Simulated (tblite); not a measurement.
# C2H13BO3Si: the cost of one run

Programs: tblite 0.8.0 and PySCF 2.14.0. All values are calculated, for the isolated system unless a continuum is named. Atoms count from 0, parts from 1.

### 1 The system as given

20 atoms, charge 0, multiplicity 1; geometry: rigid parts in contact. Parts: 1 = atoms 0–7, `BO[SiH3]`, charge 0; 2 = atoms 8–13, `CO`, charge 0; 3 = atoms 14–19, `CO`, charge 0.

### 2 Docking the parts with GFN2-xTB

The job: settings as JSON, then the geometry in Å.

```
{"job": {"kind": "dock", "xc": "GFN2-xTB", "basis": "xTB"}, "charge": 0, "multiplicity": 1, "parts": [{"atoms": "0-7", "charge": 0, "multiplicity": 1}, {"atoms": "8-13", "charge": 0, "multiplicity": 1}, {"atoms": "14-19", "charge": 0, "multiplicity": 1}]}
B      1.645142     0.019792    -0.174788
O      0.400474    -0.187597     0.182288
Si    -1.210696    -0.019426     0.150753
H      1.944283     0.963062    -0.811489
H      2.478890    -0.753799     0.127236
H     -1.656765    -1.174247    -0.624753
H     -1.585436    -0.049824     1.564521
H     -1.652981     1.222291    -0.498125
C     -5.418816    -1.400438     0.623544
O     -4.233594    -1.157441    -0.101786
H     -5.450436    -2.416591     1.021675
H     -6.311443    -1.226766     0.012736
H     -5.427306    -0.694455     1.448563
H     -4.069768    -1.918199    -0.665808
C     -5.065763     2.318453     0.907826
O     -4.739418     2.289810    -0.457716
H     -4.190171     2.095544     1.522841
H     -5.860602     1.600029     1.141988
H     -5.408483     3.325891     1.138377
H     -4.324367     1.438812    -0.640936
```

Method: GFN2-xTB search for minima from random contacts, gas phase.

Command:

```
$ OMP_NUM_THREADS=1 python cluster_run.py task.json out
```

One launch serves the whole session: the jobs run in the order shown.

**Question.** How long does this first job take on 1 thread of Intel Xeon Platinum 8488C, shared host?

About 7.5 s.
